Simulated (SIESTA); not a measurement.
Runs of SIESTA 5.4.2 on CsLiCr2Te2S3. The structure is trigonal, space group R32 (No. 155). The conventional cell has a = 6.639 Å, b = 6.639 Å, c = 20.639 Å, α = 90.00°, β = 90.00°, γ = 120.00°. Cs (site symmetry 32) has 6 Te at 3.84 Å and 6 S at 4.04 Å and 2 Cr at 4.16 Å as nearest neighbours. Around Li (site symmetry 32) lie 3 S at 2.41 Å. Cr (site symmetry 3) is surrounded by 3 S at 2.24 Å and 1 Te at 2.45 Å. Te (site symmetry 3) is surrounded by 1 Cr at 2.45 Å. Around S (site symmetry 2) lie 2 Cr at 2.24 Å and 1 Li at 2.41 Å. The cell was built by a generator and needn't be a form met in nature.

| potentials or basis | gap on the mesh (eV) | pressure (GPa) | moment (μB) | largest force (eV/Å) |
| --- | --- | --- | --- | --- |
| PseudoDojo 0.4 standard (PBE files), TZP (energy shift 0.003 Ry; two zetas on semicore shells; d shell added on Cs) | none | 0.3 | 4.00 | (b) |
| PseudoDojo 0.4 standard (PBE files), TZDP (energy shift 0.003 Ry; two zetas on semicore shells; d shell added on Cs) | none | 0.5 | 4.00 | (a) |
| PseudoDojo 0.4 standard (PBE files), SZP (energy shift 0.003 Ry; d shell added on Cs) | none | 0.5 | 4.00 | 0.43 |
| PseudoDojo 0.4 standard (PBE files), DZP (energy shift 0.003 Ry; two zetas on semicore shells; d shell added on Cs) | none | 0.4 | 4.00 | 0.36 |

Alike in all rows: task band structure; level PBE; spin collinear, ferromagnetic start; cell as given; k mesh 5 × 5 × 5; smearing fermi-dirac 0.05 eV; grid cutoff 800 Ry; energy shift 0.003 Ry.

Q: Fill in the values left out.

A: (a) 0.25; (b) 0.30.

Caveats: spin-orbit coupling is left out, which moves the levels of the heavy elements; the basis of atomic orbitals isn't converged, which shifts pressures, moduli and gaps; only a ferromagnetic start was run, and an antiferromagnetic order may lie lower in energy.

A k mesh can miss the band edges, and the runs leave out spin-orbit coupling on Cs, Te.

A gap of «none» marks a metal or a gap under the smearing width.
